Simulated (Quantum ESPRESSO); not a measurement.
## Ge: single point with LDA

**Experimental background.**

From “Temperature-dependent photoluminescence in Ge: experiment and theory”, 2020, arxiv:2003.00143, for a bulk crystal of Ge at 0 K: band gap 0.744 eV (indirect).

Ge:

```xyz
2
Lattice="0.0000 2.8289 2.8289 2.8289 0.0000 2.8289 2.8289 2.8289 0.0000" Properties=species:S:1:pos:R:3 pbc="T T T"
Ge    4.2434    4.2434    4.2434
Ge    2.8289    2.8289    2.8289
```

```
Program             : Quantum ESPRESSO 7.5
Task                : single point
Functional          : LDA
Potentials or basis : PseudoDojo 0.4.1 SR LDA standard
Cutoff              : 1061 eV
Density cutoff      : 4245 eV
k mesh              : 6 × 6 × 6
Occupations         : fermi-dirac, width 0.05 eV
Spin                : no spin polarisation
```

```yaml
Band_gap_on_the_k_mesh_mean-field_level: none (metal or under the smearing width)
```

Levels at points of the mesh, in eV from the Fermi level:
| k point | band 11 | band 12 | band 13 | band 14 | band 15 | band 16 | band 17 | band 18 |
| --- | --- | --- | --- | --- | --- | --- | --- | --- |
| (0.00, 0.00, 0.00) | -12.80 | -0.17 | 0.02 | 0.02 | 0.02 | 2.56 | 2.56 | 2.56 |
| (0.00, 0.00, -0.50) | -10.71 | -7.62 | -1.38 | -1.38 | 0.07 | 3.74 | 3.74 | 7.01 |
| (0.00, -0.50, -0.50) | -8.92 | -8.92 | -3.05 | -3.05 | 0.69 | 0.69 | 9.43 | 9.43 |

It took 66 s on 1 thread of Arm Neoverse V2, with other jobs on the host, peak memory 0.08 GiB.

Against the measured gap of Ge, 0.744 eV (indirect; 0 K; “Temperature-dependent photoluminescence in Ge: experiment and theory”, 2020, arxiv:2003.00143), the calculated 0.00 eV is off by -0.74 eV. 3 values of this kind are on record (0.666 to 0.807 eV); this one was drawn at random among those near their median. Spin-orbit coupling on Ge is left out. The value is that of LDA on a finite k mesh, which can miss the band edges, without temperature or zero-point motion. Semilocal functionals fall short of measured gaps as a rule.

Caveat: this crystal is a semiconductor, whose small gap the functional closes, so the metal is an error of the method.
